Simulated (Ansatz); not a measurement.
# ClFH₄OSiSn: one species, many methods

Aim: compute ClFH₄OSiSn with functionals from several rungs and with coupled cluster. The yardstick is the atomisation energy at the CCSD(T) limit.

Method: functionals in def2-TZVPP, the program's frozen cores in correlated methods; program: Ansatz 0.2.0, Gaussian basis.

Plan: LDA (SPW92), PBE-D4, revPBE-D4, BLYP-D4, r2SCAN-D4, B97M-V, PBE0-D4, B3LYP-D4, r2SCANh-D4, r2SCAN0-D4, HSE06-D4, BHLYP-D4, CAM-B3LYP-D4, LC-ωPBE, ωB97X-V, ωB97M-V, B2PLYP, PBE-QIDH; CCSD(T)/def2-SVP; CCSD(T)/def2-TZVPP; MP2/def2-QZVPP; extrapolation to the limit; RPA on PBE.

1 further run of the same task is left out (for a known fault of the program). Runs told in other sessions of the task aren't counted.

## 1. The relaxed structure

The geometry comes from an earlier relaxation with PBE0-D4 in a triple-zeta def2 set; it is a stationary point, not always the lowest conformer. Sn takes the def2 core potential; no spin-orbit term is included.

SMILES `[F][SnH]([Cl])[O][SiH3]`, 9 atoms, charge 0, spin multiplicity 1.

Atoms are counted from 1 here; the program's logs count them from 0.

Bond lengths: F1–Sn2 1.904 Å, Sn2–Cl3 2.297 Å, Sn2–O4 1.922 Å, Sn2–H6 1.685 Å, O4–Si5 1.646 Å, Si5–H7 1.485 Å, Si5–H8 1.485 Å, Si5–H9 1.487 Å. Angles: F1–Sn2–Cl3 105.4°, F1–Sn2–O4 105.2°, F1–Sn2–H6 110.4°, Cl3–Sn2–O4 108.4°, Cl3–Sn2–H6 114.9°, O4–Sn2–H6 111.8°, Sn2–O4–Si5 136.5°, O4–Si5–H7 108.8°, O4–Si5–H8 109.3°, O4–Si5–H9 110.7°, H7–Si5–H8 109.4°, H7–Si5–H9 109.3°, H8–Si5–H9 109.3°.

## 2. LDA

This LDA is Slater exchange with PW92 correlation.

Input file in.yaml:

```yaml
crystal:
  periodic: [false, false, false]
  atoms:
    - {symbol: F, position_ang: [0.128587, 0.123672, -2.594225]}
    - {symbol: Sn, position_ang: [-1.032036, 0.588177, -1.157661]}
    - {symbol: Cl, position_ang: [-2.445077, -1.205241, -0.908850]}
    - {symbol: O, position_ang: [0.099182, 0.689017, 0.393002]}
    - {symbol: Si, position_ang: [1.064224, -0.344632, 1.234694]}
    - {symbol: H, position_ang: [-1.796776, 2.056787, -1.471620]}
    - {symbol: H, position_ang: [0.654304, -0.326000, 2.661663]}
    - {symbol: H, position_ang: [2.475792, 0.100898, 1.120826]}
    - {symbol: H, position_ang: [0.940300, -1.728879, 0.705072]}
basis:
  gaussian: {orbitals: def2-TZVPP}
hamiltonian: {xc: lda}
output: {orbitals: {seedname: orbitals}}
```

Launch:

```sh
> ansatz run in.yaml --threads 4 --pin off --events-out ev --progress --plain --max-ram 10444MiB
```

The runs that follow: PBE-D4 (GGA); revPBE-D4 (GGA); BLYP-D4 (GGA); r2SCAN-D4 (meta-GGA); B97M-V (meta-GGA); B3LYP-D4 (hybrid); r2SCANh-D4 (hybrid); r2SCAN0-D4 (hybrid); HSE06-D4 (hybrid); BHLYP-D4 (hybrid); CAM-B3LYP-D4 (range-separated); LC-ωPBE (range-separated); ωB97X-V (range-separated); ωB97M-V (range-separated); B2PLYP (double hybrid); PBE-QIDH (double hybrid); CCSD(T) in def2-SVP; CCSD(T) in def2-TZVPP; MP2 in def2-QZVPP; RPA on PBE orbitals.

Q: Predict the results of all the runs planned. Wanted: atomisation energy, CCSD(T)/CBS; farthest beyond LDA; mean size of error, GGA; mean size of error, meta-GGA; mean size of error, hybrid; mean size of error, range-separated; mean size of error, double hybrid; gap, smallest and largest; T1 diagnostic.

The runs gave:

| quantity | value |
| --- | --- |
| atomisation energy, CCSD(T)/CBS | 29.577 eV |
| functionals within 0.296 eV (1.0 %) | B97M-V, ωB97X-V |
| farthest beyond LDA | BHLYP-D4 (-1.492 eV) |
| mean size of error, GGA | 0.780 eV |
| mean size of error, meta-GGA | 0.200 eV |
| mean size of error, hybrid | 0.986 eV |
| mean size of error, range-separated | 0.403 eV |
| mean size of error, double hybrid | 0.918 eV |
| gap, smallest and largest | 4.46 eV (LDA (SPW92)), 12.22 eV (LC-ωPBE) |
| T1 diagnostic | 0.0134 |
| triples share of the correlation energy | 3.3 % |

**Reading.** The LDA atomisation energy is off by 3.626 eV (12 %): it overbinds. PBE-D4 misses by -0.411 eV. Double hybrids carry the basis error of their MP2 part in triple zeta, and no dispersion term here, so their miss is partly the set-up's. Taken by rung, meta-GGA functionals do best (0.200 eV on average) and hybrid ones worst beyond LDA (0.986 eV). double hybrid functionals lie within the reference's doubt of that worst mean (0.918 eV), so those two tie. The mean of the hybrids holds BHLYP, with half exact exchange. The reference freezes the cores and leaves out spin-orbit coupling and excitations past (T), and its outer-core shells are covered unevenly, so misses under about 0.296 eV can't be ranked. All levels share the lack of spin-orbit coupling, which lowers the free heavy atoms and so the true binding. Hartree-Fock recovers 70 % of the binding; the rest is correlation. CCSD(T) in def2-SVP is off by -2.905 eV, which most functionals beat. Orbital gaps span 4.5 to 12.2 eV; exact exchange widens them. Correlated methods include outer-core shells of Sn, which these sets cover unevenly.
